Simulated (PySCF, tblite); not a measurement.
# C₉H₁₄F₂: geometry, infrared bands, NMR shifts, spin-spin couplings and electronic excitations

What infrared bands, NMR shifts, spin-spin couplings and electronic excitations should C₉H₁₄F₂ (`F[C@@H]1[C@@H]2CCC[C@H]1[C@@H](F)CC2`) show?

Computed with tblite 0.8.0 and PySCF 2.14.0, with density-fitted response routines of our own, on a single molecule in the gas phase. Atoms are numbered from 0 throughout.

## Step 1: The starting structure

25 atoms, charge 0, multiplicity 1; geometry from: force field or distance geometry start.

Bonds of the start (Å): F0–C1 1.38, C1–C2 1.49, C2–C3 1.51, C3–C4 1.50, C4–C5 1.50, C5–C6 1.50, C6–C7 1.48, C7–F8 1.40, C7–C9 1.47, C9–C10 1.47, C6–C1 1.51, C10–C2 1.48, C1–H11 1.13, C2–H12 1.12, C3–H13 1.11, C3–H14 1.11, C4–H15 1.11, C4–H16 1.12, C5–H17 1.12, C5–H18 1.09, C6–H19 1.12, C7–H20 1.11, C9–H21 1.12, C9–H22 1.12, C10–H23 1.12, C10–H24 1.13.

## Step 2: Optimising the geometry with GFN2-xTB

Job settings and geometry (Å):

```
{"job": {"kind": "relax", "xc": "GFN2-xTB", "basis": "xTB"}, "charge": 0, "multiplicity": 1}
F     -0.747400    -0.877200     2.418400
C      0.164500    -0.550900     1.429200
C      0.134200     0.880200     1.023000
C     -1.129000     1.306300     0.310500
C     -1.546900     0.384100    -0.795900
C     -1.491600    -1.023300    -0.274900
C     -0.092100    -1.345100     0.169700
C      0.977000    -1.133100    -0.836800
F      0.486000    -1.322800    -2.130200
C      1.717500     0.132000    -0.792500
C      1.285400     1.182700     0.140800
H      1.158100    -0.841100     1.873100
H      0.202300     1.514200     1.946600
H     -0.942100     2.301300    -0.140900
H     -1.987400     1.412800     1.010900
H     -0.893400     0.477900    -1.685500
H     -2.604600     0.629300    -1.068000
H     -2.128000    -1.039800     0.646700
H     -1.934800    -1.762000    -0.948100
H     -0.078500    -2.429100     0.461900
H      1.712000    -1.957700    -0.699100
H      2.803300    -0.071900    -0.596000
H      1.720300     0.577800    -1.815700
H      1.040500     2.111800    -0.425700
H      2.163800     1.467800     0.787500
```

Started as:

```
> OMP_NUM_THREADS=2 python probes_run.py task.json out
```

The driver reads the jobs from task.json and runs them one after another.

**Question.** This job is followed by: GFN2-xTB harmonic vibrations, gas phase; PBE0-D3(BJ)/def2-SVP geometry optimisation, gas phase; GIAO PBE0/pcSseg-1 NMR shielding, non-relativistic, gas phase; B3LYP/pcJ-1 indirect spin-spin coupling, non-relativistic, gas phase; TDDFT wB97X-D/def2-SVPD, vertical, gas phase, core orbitals frozen in the response; GIAO B97-2/pcSseg-1 NMR shielding, non-relativistic, gas phase. Predict these results of the whole session: strongest single infrared mode (GFN2-xTB); zero-point energy (GFN2-xTB); point group; rotational constants (main isotopes); 13C shifts against TMS (PBE0/pcSseg-1); 1H shifts against TMS (PBE0/pcSseg-1); 19F shifts against CFCl3 (PBE0/pcSseg-1); largest coupling of the table (B3LYP/pcJ-1); lowest singlet (wB97X-D/def2-SVPD); brightest single state of those computed; lowest triplet; range of the shift of F0.

As calculated:

| quantity | value |
| --- | --- |
| strongest single infrared mode (GFN2-xTB) | 1014 cm⁻¹, 97 km/mol |
| zero-point energy (GFN2-xTB) | 135.7 kcal/mol |
| point group | C1 |
| rotational constants (main isotopes) | 1.51, 1.03, 0.95 GHz |
| 13C shifts against TMS (PBE0/pcSseg-1) | 92.5, 91.4, 40.5, 33.7, 31.0, 27.5, 26.8, 23.5, 20.3 ppm |
| 1H shifts against TMS (PBE0/pcSseg-1) | 4.46, 4.12, 2.16, 2.15, 1.88, 1.84, 1.82, 1.75, 1.67, 1.64, 1.62, 1.36, 1.36, 1.32 ppm |
| 19F shifts against CFCl3 (PBE0/pcSseg-1) | -203.5, -209.7 ppm |
| largest coupling of the table (B3LYP/pcJ-1) | 1J(F,C) F0–C1, -236.4 Hz |
| lowest singlet (wB97X-D/def2-SVPD) | 8.49 eV (146 nm), f = 0.020 |
| brightest single state of those computed | state 8, 9.21 eV, f = 0.044 |
| lowest triplet | 8.35 eV |
| range of the shift of F0 | -209.7 to -208.1 ppm |

All 69 modes are real, so the xTB geometry is a minimum. The strongest single mode, at 1014 cm⁻¹, has its largest shares on C7, C1 and F8 (the list is cut at 3 atoms). Unscaled tight-binding wavenumbers are off by several per cent, some by more. Its intensities can rank the bands wrongly. The start of the PBE0/def2-SVP relaxation was shaken at random by about 0.01 Å, so part of the energy gained, and of the first lengths quoted, undoes that. Over 4 steps the energy fell by 0.150 eV; of the close pairs, C2–C3 changed most, 1.486 to 1.533 Å (PBE0/def2-SVP). No frequency check was run at this level, so the end point may be a saddle. Of the pairs tabulated at B3LYP/pcJ-1, F0–C1 couples most strongly (-236.4 Hz; Fermi contact -281.7 Hz). Couplings across rotatable bonds belong to this one conformer; where others are populated, the observed values are averages. Density functionals describe couplings to fluorine poorly, F–F couplings above all, so those rows are rough. The lowest singlet, at 8.49 eV, is HOMO→LUMO 0.87 and is weak; of the 10 states computed, the strongest absorption comes from state 8 at 9.21 eV. The lowest triplet lies 0.14 eV below the lowest singlet (triplets in Tamm-Dancoff, singlets in full TDDFT). In ppm, F0 moves most: its shift spreads over 1.6 ppm, from -209.7 (PBE0/pcSseg-1) to -208.1 (B97-2/pcSseg-1). Part of that comes from the computed reference. These values are for one conformer; the search (at its own cheap level) found 1 more, at 1.49 kcal/mol, and measured spectra average over such forms.
